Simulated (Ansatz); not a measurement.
# H6KNSi2: up Jacob's ladder to CCSD(T)

An exercise on one series of results from a longer session: the logs are not shown, and one member is left open.

Method: functionals in def2-TZVPP, the program's frozen cores in correlated methods; program: Ansatz 0.2.0, Gaussian basis.

The runs, in order: LDA (SPW92), PBE-D4, revPBE-D4, BLYP-D4, r2SCAN-D4, B97M-V, PBE0-D4, B3LYP-D4, r2SCANh-D4, r2SCAN0-D4, HSE06-D4, BHLYP-D4, CAM-B3LYP-D4, LC-ωPBE, ωB97X-V, ωB97M-V, B2PLYP, PBE-QIDH; CCSD(T)/def2-SVP; CCSD(T)/def2-TZVPP; MP2/def2-QZVPP; extrapolation to the limit; RPA on PBE.

**The geometry**

An earlier PBE0-D4 in a triple-zeta def2 set relaxation fixed the geometry.

10 atoms, charge 0, spin multiplicity 1.

Atoms are counted from 1 here; the program's logs count them from 0.

Bond lengths: Si1–N2 1.660 Å, Si1–K4 3.393 Å, Si1–H5 1.525 Å, Si1–H6 1.500 Å, Si1–H7 1.500 Å, N2–Si3 1.660 Å, N2–K4 2.492 Å, Si3–K4 3.394 Å, Si3–H8 1.524 Å, Si3–H9 1.500 Å, Si3–H10 1.500 Å. Angles: N2–Si1–K4 44.3°, N2–Si1–H5 107.4°, N2–Si1–H6 117.2°, N2–Si1–H7 117.2°, K4–Si1–H5 63.1°, K4–Si1–H6 127.1°, K4–Si1–H7 127.2°, H5–Si1–H6 104.0°, H5–Si1–H7 104.0°, H6–Si1–H7 105.5°, Si1–N2–Si3 144.1°, Si1–N2–K4 107.9°, Si3–N2–K4 108.0°, N2–Si3–K4 44.3°, N2–Si3–H8 107.4°, N2–Si3–H9 117.2°, N2–Si3–H10 117.2°, K4–Si3–H8 63.1° and more.

The first run:

in.yaml

```yaml
crystal:
  periodic: [false, false, false]
  atoms:
    - {symbol: Si, position_ang: [-0.156563, 1.388567, -0.778618]}
    - {symbol: N, position_ang: [-0.138076, -0.130836, -0.110952]}
    - {symbol: Si, position_ang: [0.573098, -1.080798, 1.049459]}
    - {symbol: K, position_ang: [-1.861465, -1.502439, -1.277085]}
    - {symbol: H, position_ang: [-1.222737, 1.395027, -1.868296]}
    - {symbol: H, position_ang: [-0.546023, 2.526225, 0.118368]}
    - {symbol: H, position_ang: [1.087156, 1.841607, -1.484524]}
    - {symbol: H, position_ang: [-0.085197, -2.454144, 0.981163]}
    - {symbol: H, position_ang: [2.036588, -1.371379, 0.894075]}
    - {symbol: H, position_ang: [0.396320, -0.663029, 2.479409]}
basis:
  gaussian: {orbitals: def2-TZVPP}
hamiltonian: {xc: lda}
output: {orbitals: {seedname: orbitals}}
```

Steps of the session up to this table: LDA; PBE-D4 (GGA); revPBE-D4 (GGA); BLYP-D4 (GGA); r2SCAN-D4 (meta-GGA); B97M-V (meta-GGA); PBE0-D4 (hybrid); B3LYP-D4 (hybrid); r2SCANh-D4 (hybrid); r2SCAN0-D4 (hybrid); HSE06-D4 (hybrid); BHLYP-D4 (hybrid); CAM-B3LYP-D4 (range-separated); LC-ωPBE-D4 (range-separated; the results give it without D4); ωB97X-V (range-separated); ωB97M-V (range-separated); B2PLYP (double hybrid); PBE-QIDH (double hybrid).

One of the session's tables, all rows but one given; the rest of the session is left out.

It belongs to the step «Orbital energies across the functionals». 

| functional | HOMO (eV) | LUMO (eV) | gap (eV) |
| --- | --- | --- | --- |
| LDA (SPW92) | -4.65 | -1.80 | 2.86 |
| PBE-D4 | -4.53 | -1.82 | 2.70 |
| revPBE-D4 | -4.47 | -1.88 | 2.59 |
| BLYP-D4 | -4.39 | -1.89 | 2.50 |
| r2SCAN-D4 | -4.75 | -1.05 | 3.70 |
| B97M-V | -4.90 | -1.65 | 3.25 |
| PBE0-D4 | -5.72 | -1.29 | 4.42 |
| B3LYP-D4 | -5.50 | -1.58 | 3.92 |
| r2SCANh-D4 | -5.20 | -0.95 | 4.25 |
| r2SCAN0-D4 | -5.88 | -0.82 | 5.06 |
| HSE06-D4 | -5.32 | -1.57 | 3.75 |
| BHLYP-D4 | -6.82 | -1.03 | 5.79 |
| CAM-B3LYP-D4 | -7.02 | -0.90 | 6.12 |
| LC-ωPBE | -8.35 | -0.20 | 8.15 |
| ωB97X-V | -8.02 | -0.19 | 7.84 |
| ωB97M-V | ? | ? | ? |

Estimate the missing values for ωB97M-V.

The run gave: HOMO (eV): -7.96; LUMO (eV): -0.77; gap (eV): 7.19. In the column «HOMO (eV)» it lies between ωB97X-V (-8.02) and CAM-B3LYP-D4 (-7.02).
